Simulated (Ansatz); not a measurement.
# Al3Si2B: the cost of one run

Computed with Ansatz 0.2.0 (DFT PBE, scalar-relativistic, plane waves, PAW, unless a step's input says otherwise).

2 further runs of the same task are left out: 1 that didn't finish, 1 set aside as unsound or not needed.

**1. The structure to begin with**

The structure is orthorhombic, space group Fmmm (No. 69). Conventional cell: a = 6.099 Å, b = 7.834 Å, c = 7.938 Å, α = 90.00°, β = 90.00°, γ = 90.00°. Al (site symmetry mm2) is surrounded by 1 B at 1.48 Å and 2 Si at 2.04 Å. Al (site symmetry mmm) has 2 Si at 1.64 Å as nearest neighbours. Around Si (site symmetry 2mm) lie 1 B at 1.41 Å and 1 Al at 1.64 Å. Around B (site symmetry mmm) lie 2 Si at 1.41 Å and 2 Al at 1.48 Å.

As a file:

```cif
data_structure
_symmetry_space_group_name_H-M 'P 1'
_symmetry_Int_Tables_number 1
_cell_length_a 5.5764
_cell_length_b 5.0053
_cell_length_c 4.9642
_cell_angle_alpha 68.020
_cell_angle_beta 56.340
_cell_angle_gamma 55.640
_cell_volume 94.82
loop_
_atom_site_label
_atom_site_type_symbol
_atom_site_fract_x
_atom_site_fract_y
_atom_site_fract_z
_atom_site_occupancy
Al1 Al 0.18667 0.18667 0.81333 1
Al2 Al 0.81333 0.81333 0.18667 1
Al3 Al 0.50000 0.50000 0.50000 1
Si1 Si 0.23098 0.76902 0.76902 1
Si2 Si 0.76902 0.23098 0.23098 1
B1 B 0.00000 0.00000 0.00000 1
```

A structure generator made this guess: random cell by space group and Wyckoff sites (Fmmm, No. 69). The dimensions are guesses.

**2. The guess as it stands, on a coarse mesh**

input.yaml

```yaml
crystal:
  lattice:
    - [0.0, 3.91705058, 3.96897024]
    - [3.04959214, 0.0, 3.96897024]
    - [3.04959214, 3.91705058, 0.0]
  atoms:
    - { symbol: Al, position: [0.18666636, 0.18666636, 0.81333364] }
    - { symbol: Al, position: [0.81333364, 0.81333364, 0.18666636] }
    - { symbol: Al, position: [0.5, 0.5, 0.5] }
    - { symbol: Si, position: [0.23098235, 0.76901765, 0.76901765] }
    - { symbol: Si, position: [0.76901765, 0.23098235, 0.23098235] }
    - { symbol: B, position: [0.0, 0.0, 0.0] }
basis:
  ecutwfc: 420
kpoints:
  mp_grid: { grid: [4, 4, 4] }
hamiltonian:
  xc: pbe
scf:
  occupations: { method: gaussian, width: 0.1 }
  lower_state_search: "off"
output:
  forces: true
  stress: true
  eigenvalues: true
```

On the command line:

```bash
> ansatz run input.yaml --threads 1 --pin off --max-ram 2560MiB --backend cpu --events-out ev --progress --plain --runs-dir out
```

**Question.** How long does this run take on 1 thread of Arm Neoverse V2, shared host, and how much memory does it need?

About 2.2 s, with a peak of 0.34 GiB.
